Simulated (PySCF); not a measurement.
# C4H12BN: the cost of one run

Computed with PySCF 2.14.0, with density-fitted response routines of our own, on a single molecule in the gas phase. Atoms are numbered from 0 throughout.

## (1) The starting structure

18 atoms, charge 0, multiplicity 1; geometry from: GFN2-xTB.

Bonds of the start (Å): B0–N1 1.38, N1–C2 1.46, C2–C3 1.53, C2–C4 1.54, C2–C5 1.54, B0–H6 1.17, B0–H7 1.17, N1–H8 1.01, C3–H9 1.09, C3–H10 1.09, C3–H11 1.09, C4–H12 1.09, C4–H13 1.09, C4–H14 1.09, C5–H15 1.09, C5–H16 1.09, C5–H17 1.09.

## (2) Geometry optimisation at PBE0-D3(BJ)/def2-SVP

What the job is given:

```
{"job": {"xc": "PBE0", "basis": "def2-SVP", "d3": "d3bj", "grid": 1, "kind": "geom"}, "charge": 0, "multiplicity": 1}
B      2.007050    -0.479380     0.818390
N      0.857980     0.265830     0.669180
C     -0.338960     0.073610    -0.141310
C     -0.391260    -1.329840    -0.739960
C     -1.566980     0.288340     0.754620
C     -0.338070     1.114560    -1.271050
H      2.160420    -1.493400     0.255650
H      2.836310    -0.060570     1.536510
H      0.792350     1.143480     1.166620
H      0.437180    -1.484570    -1.424300
H     -1.322800    -1.461440    -1.284850
H     -0.335110    -2.077330     0.046420
H     -1.559140     1.288380     1.185150
H     -2.482520     0.170520     0.180420
H     -1.570200    -0.436430     1.565850
H      0.548420     0.989680    -1.888260
H     -1.218560     0.997590    -1.897620
H     -0.334260     2.123950    -0.863680
```

**Question.** How long does this first job take on 8 threads of Intel Xeon Platinum 8259CL at 2.50GHz (Skylake/Cascade Lake), shared host?

About 69 s.
